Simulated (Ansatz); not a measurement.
# KZr2Cl6: the cost of one run

Computed with Ansatz 0.2.0 (DFT PBE, scalar-relativistic, plane waves, PAW, unless a step's input says otherwise).

## Step 1: The system as given

Symmetry: P-3m1, No. 164, trigonal system. The conventional cell has a = 4.692 Å, b = 4.692 Å, c = 11.492 Å, α = 90.00°, β = 90.00°, γ = 120.00°. K (site symmetry -3m) has 8 Cl at 2.87 Å as nearest neighbours. Zr (site symmetry 3m) has 8 Cl at 2.87 Å as nearest neighbours. Cl (site symmetry 3m) is surrounded by 4 Zr at 2.87 Å. Cl (site symmetry 3m) is surrounded by 3 Zr at 2.87 Å and 1 K at 2.87 Å. Cl (site symmetry 3m) is surrounded by 3 K at 2.87 Å and 1 Zr at 2.87 Å.

Coordinates:

```cif
data_structure
_symmetry_space_group_name_H-M 'P 1'
_symmetry_Int_Tables_number 1
_cell_length_a 4.6916
_cell_length_b 4.6916
_cell_length_c 11.4920
_cell_angle_alpha 90.000
_cell_angle_beta 90.000
_cell_angle_gamma 120.000
_cell_volume 219.06
loop_
_atom_site_label
_atom_site_type_symbol
_atom_site_fract_x
_atom_site_fract_y
_atom_site_fract_z
_atom_site_occupancy
K1 K 0.00000 0.00000 0.00000 1
Zr1 Zr 0.33333 0.66667 0.66667 1
Zr2 Zr 0.66667 0.33333 0.33333 1
Cl1 Cl 0.66667 0.33333 0.58333 1
Cl2 Cl 0.00000 0.00000 0.25000 1
Cl3 Cl 0.33333 0.66667 0.91667 1
Cl4 Cl 0.33333 0.66667 0.41667 1
Cl5 Cl 0.66667 0.33333 0.08333 1
Cl6 Cl 0.00000 0.00000 0.75000 1
```

A structure generator made this guess: ordered mixture on the cation sites of fluorite (P-3m1, No. 164). The dimensions are guesses.

## Step 2: Probe: one point on a coarse mesh

Input file input.yaml:

```yaml
crystal:
  lattice:
    - [4.69158935, 0.0, 0.0]
    - [-2.34579468, 4.06303556, 0.0]
    - [0.0, 0.0, 11.492]
  atoms:
    - { symbol: K, position: [0.0, 0.0, 0.0] }
    - { symbol: Zr, position: [0.33333333, 0.66666667, 0.66666667] }
    - { symbol: Zr, position: [0.66666667, 0.33333333, 0.33333333] }
    - { symbol: Cl, position: [0.66666667, 0.33333333, 0.58333333] }
    - { symbol: Cl, position: [0.0, 0.0, 0.25] }
    - { symbol: Cl, position: [0.33333333, 0.66666667, 0.91666667] }
    - { symbol: Cl, position: [0.33333333, 0.66666667, 0.41666667] }
    - { symbol: Cl, position: [0.66666667, 0.33333333, 0.08333333] }
    - { symbol: Cl, position: [0.0, 0.0, 0.75] }
basis:
  ecutwfc: 420
kpoints:
  mp_grid: { grid: [6, 6, 2] }
hamiltonian:
  xc: pbe
scf:
  occupations: { method: gaussian, width: 0.1 }
  lower_state_search: "off"
output:
  forces: true
  stress: true
  eigenvalues: true
```

Run with:

```bash
> ansatz run input.yaml --threads 1 --pin off --max-ram 2560MiB --backend cpu --events-out ev --progress --plain --runs-dir out
```

**Question.** How long does this run take on 1 thread of Arm Neoverse N1, shared host, and how much memory does it need?

About 22 s, with a peak of 0.48 GiB.
